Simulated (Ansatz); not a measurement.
**ClFH₂O₂Ti: up Jacob's ladder to CCSD(T)**

One table from this session's results is given with a row withheld; the runs are named, their logs left out.

Program: Ansatz 0.2.0, Gaussian basis. Level of theory: functionals in def2-TZVPP, the program's frozen cores in correlated methods. These are calculated values, not measurements.

The runs, in order: LDA (SPW92), PBE-D4, revPBE-D4, BLYP-D4, r2SCAN-D4, B97M-V, PBE0-D4, B3LYP-D4, r2SCANh-D4, r2SCAN0-D4, HSE06-D4, BHLYP-D4, CAM-B3LYP-D4, LC-ωPBE, ωB97X-V, ωB97M-V, B2PLYP, PBE-QIDH; CCSD(T)/def2-SVP; CCSD(T)/def2-TZVPP; MP2/def2-QZVPP; extrapolation to the limit; RPA on PBE.

### The geometry

All runs share one geometry, relaxed beforehand with PBE0-D4 in a triple-zeta def2 set.

SMILES `[OH][Ti]([OH])([F])[Cl]`, 7 atoms, charge 0, spin multiplicity 1.

Atoms are counted from 1 here; the program's logs count them from 0.

Bond lengths: O1–Ti2 1.766 Å, O1–H6 0.957 Å, Ti2–O3 1.773 Å, Ti2–F4 1.754 Å, Ti2–Cl5 2.207 Å, O3–H7 0.959 Å. Angles: Ti2–O1–H6 141.4°, O1–Ti2–O3 109.3°, O1–Ti2–F4 110.2°, O1–Ti2–Cl5 108.9°, O3–Ti2–F4 109.6°, O3–Ti2–Cl5 110.0°, F4–Ti2–Cl5 108.7°, Ti2–O3–H7 133.5°.

Set-up of the first run:

File in.yaml:

```yaml
crystal:
  periodic: [false, false, false]
  atoms:
    - {symbol: O, position_ang: [-1.153964, 0.253702, 0.860611]}
    - {symbol: Ti, position_ang: [0.052224, 0.023465, -0.407895]}
    - {symbol: O, position_ang: [1.465354, -0.806606, 0.269290]}
    - {symbol: F, position_ang: [-0.621044, -0.931074, -1.715970]}
    - {symbol: Cl, position_ang: [0.643521, 1.996727, -1.201241]}
    - {symbol: H, position_ang: [-2.097112, 0.360741, 0.985685]}
    - {symbol: H, position_ang: [1.772223, -0.965056, 1.163819]}
basis:
  gaussian: {orbitals: def2-TZVPP}
hamiltonian: {xc: lda}
output: {orbitals: {seedname: orbitals}}
```

On the command line:

```sh
$ ansatz run in.yaml --threads 4 --pin off --events-out ev --progress --plain --max-ram 10444MiB
```

Steps of the session up to this table: LDA; PBE-D4 (GGA); revPBE-D4 (GGA); BLYP-D4 (GGA); r2SCAN-D4 (meta-GGA); B97M-V (meta-GGA); B3LYP-D4 (hybrid); r2SCANh-D4 (hybrid); r2SCAN0-D4 (hybrid); HSE06-D4 (hybrid); BHLYP-D4 (hybrid); CAM-B3LYP-D4 (range-separated); LC-ωPBE (range-separated); ωB97X-V (range-separated); ωB97M-V (range-separated); B2PLYP (double hybrid); PBE-QIDH (double hybrid).

One table of the session follows, with a row left open; its other results are not shown here.

It belongs to the step «Orbital energies across the functionals». 

| functional | HOMO (eV) | LUMO (eV) | gap (eV) |
| --- | --- | --- | --- |
| LDA (SPW92) | -7.79 | -3.57 | 4.21 |
| PBE-D4 | -7.61 | -3.32 | 4.28 |
| revPBE-D4 | -7.54 | -3.24 | 4.30 |
| BLYP-D4 | ? | ? | ? |
| r2SCAN-D4 | -7.99 | -3.27 | 4.72 |
| B97M-V | -8.06 | -3.27 | 4.79 |
| PBE0-D4 | -9.08 | -2.37 | 6.71 |
| B3LYP-D4 | -8.80 | -2.67 | 6.14 |
| r2SCANh-D4 | -8.53 | -2.90 | 5.63 |
| r2SCAN0-D4 | -9.34 | -2.32 | 7.02 |
| HSE06-D4 | -8.67 | -2.75 | 5.92 |
| BHLYP-D4 | -10.42 | -1.25 | 9.17 |
| CAM-B3LYP-D4 | -10.45 | -1.27 | 9.18 |
| LC-ωPBE | -11.83 | -0.10 | 11.74 |
| ωB97X-V | -11.47 | -0.11 | 11.36 |
| ωB97M-V | -11.33 | -0.10 | 11.23 |

**Question.** Estimate the row for BLYP-D4.

Worked estimate for «HOMO (eV)». Against the share of exact exchange, B3LYP-D4 (0.2, -8.80), BHLYP-D4 (0.5, -10.42) give a slope of -5.40 per unit share; at 0 the line stands at -7.72.

The run gave: HOMO (eV): -7.47; LUMO (eV): -3.25; gap (eV): 4.22. In «HOMO (eV)» the line misses by -0.25.
